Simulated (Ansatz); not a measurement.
**CH₄ClGe radical: one species, many methods**

One table from this session's results is given with a row withheld; the runs are named, their logs left out.

The runs use Ansatz 0.2.0, Gaussian basis; functionals in def2-TZVPP, the program's frozen cores in correlated methods.

Plan: LDA (SPW92), PBE-D4, revPBE-D4, BLYP-D4, r2SCAN-D4, B97M-V, PBE0-D4, B3LYP-D4, r2SCANh-D4, r2SCAN0-D4, HSE06-D4, BHLYP-D4, CAM-B3LYP-D4, LC-ωPBE, ωB97X-V, ωB97M-V, B2PLYP, PBE-QIDH; CCSD(T)/def2-SVP; CCSD(T)/def2-TZVPP; MP2/def2-QZVPP; extrapolation to the limit; RPA on PBE.

**The geometry**

All runs share one geometry, relaxed beforehand with PBE0-D4 in a triple-zeta def2 set.

SMILES `[CH3][GeH][Cl]`, 7 atoms, charge 0, spin multiplicity 2.

Atoms are counted from 1 here; the program's logs count them from 0.

Bond lengths: C1–Ge2 1.957 Å, C1–H4 1.092 Å, C1–H5 1.089 Å, C1–H6 1.091 Å, Ge2–Cl3 2.169 Å, Ge2–H7 1.553 Å. Angles: Ge2–C1–H4 108.6°, Ge2–C1–H5 110.0°, Ge2–C1–H6 109.7°, H4–C1–H5 109.4°, H4–C1–H6 109.5°, H5–C1–H6 109.6°, C1–Ge2–Cl3 107.0°, C1–Ge2–H7 112.6°, Cl3–Ge2–H7 105.6°.

Geometry (Å):

```xyz
7
charge 0, multiplicity 2
C    -0.73313    0.43845   -0.26188
Ge    0.70540   -0.88548   -0.18313
Cl    1.01699   -1.36174    1.90946
H    -0.43341    1.31445    0.31732
H    -1.64619    0.02137    0.16083
H    -0.90994    0.72941   -1.29817
H     2.06138   -0.32446   -0.69013
```

Set-up of the first run:

in.yaml

```yaml
crystal:
  periodic: [false, false, false]
  atoms:
    - {symbol: C, position_ang: [-0.733126, 0.438448, -0.261882]}
    - {symbol: Ge, position_ang: [0.705405, -0.885483, -0.183130]}
    - {symbol: Cl, position_ang: [1.016989, -1.361744, 1.909462]}
    - {symbol: H, position_ang: [-0.433410, 1.314452, 0.317323]}
    - {symbol: H, position_ang: [-1.646194, 0.021373, 0.160827]}
    - {symbol: H, position_ang: [-0.909942, 0.729411, -1.298171]}
    - {symbol: H, position_ang: [2.061380, -0.324457, -0.690131]}
basis:
  gaussian: {orbitals: def2-TZVPP}
magnetization: {spin_polarized: true, initial_magnetization: 1}
hamiltonian: {xc: lda}
output: {orbitals: {seedname: orbitals}}
```

Steps of the session up to this table: LDA; PBE-D4 (GGA); revPBE-D4 (GGA); BLYP-D4 (GGA); r2SCAN-D4 (meta-GGA); B97M-V (meta-GGA); PBE0-D4 (hybrid); B3LYP-D4 (hybrid); r2SCANh-D4 (hybrid); r2SCAN0-D4 (hybrid); HSE06-D4 (hybrid); BHLYP-D4 (hybrid); CAM-B3LYP-D4 (range-separated); LC-ωPBE-D4 (range-separated; the results give it without D4); ωB97X-V (range-separated); ωB97M-V (range-separated); B2PLYP (double hybrid); PBE-QIDH (double hybrid).

One of the session's tables, all rows but one given; the rest of the session is left out.

It belongs to the step «Orbital energies across the functionals». 

| functional | HOMO (eV) | LUMO (eV) | gap (eV) |
| --- | --- | --- | --- |
| LDA (SPW92) | -5.14 | -4.21 | 0.93 |
| PBE-D4 | -5.12 | -3.85 | 1.27 |
| revPBE-D4 | -5.10 | -3.71 | 1.39 |
| BLYP-D4 | -4.92 | -3.89 | 1.04 |
| r2SCAN-D4 | -5.51 | -3.49 | 2.02 |
| B97M-V | -5.34 | -3.99 | 1.35 |
| PBE0-D4 | -6.28 | -2.93 | 3.34 |
| B3LYP-D4 | -6.00 | -3.35 | 2.65 |
| r2SCANh-D4 | -5.92 | -3.17 | 2.76 |
| r2SCAN0-D4 | -6.55 | -2.69 | 3.86 |
| HSE06-D4 | -5.88 | -3.31 | 2.57 |
| BHLYP-D4 | ? | ? | ? |
| CAM-B3LYP-D4 | -7.50 | -2.05 | 5.45 |
| LC-ωPBE | -8.92 | -0.61 | 8.31 |
| ωB97X-V | -8.42 | -1.07 | 7.35 |
| ωB97M-V | -8.25 | -1.14 | 7.11 |

Estimate the missing values for BHLYP-D4.

Worked estimate for «HOMO (eV)». Against the share of exact exchange, BLYP-D4 (0, -4.92), B3LYP-D4 (0.2, -6.00) give a slope of -5.40 per unit share; at 0.5 the line stands at -7.62.

**Answer.** HOMO (eV): -7.24; LUMO (eV): -2.13; gap (eV): 5.11. In «HOMO (eV)» the line misses by -0.38.
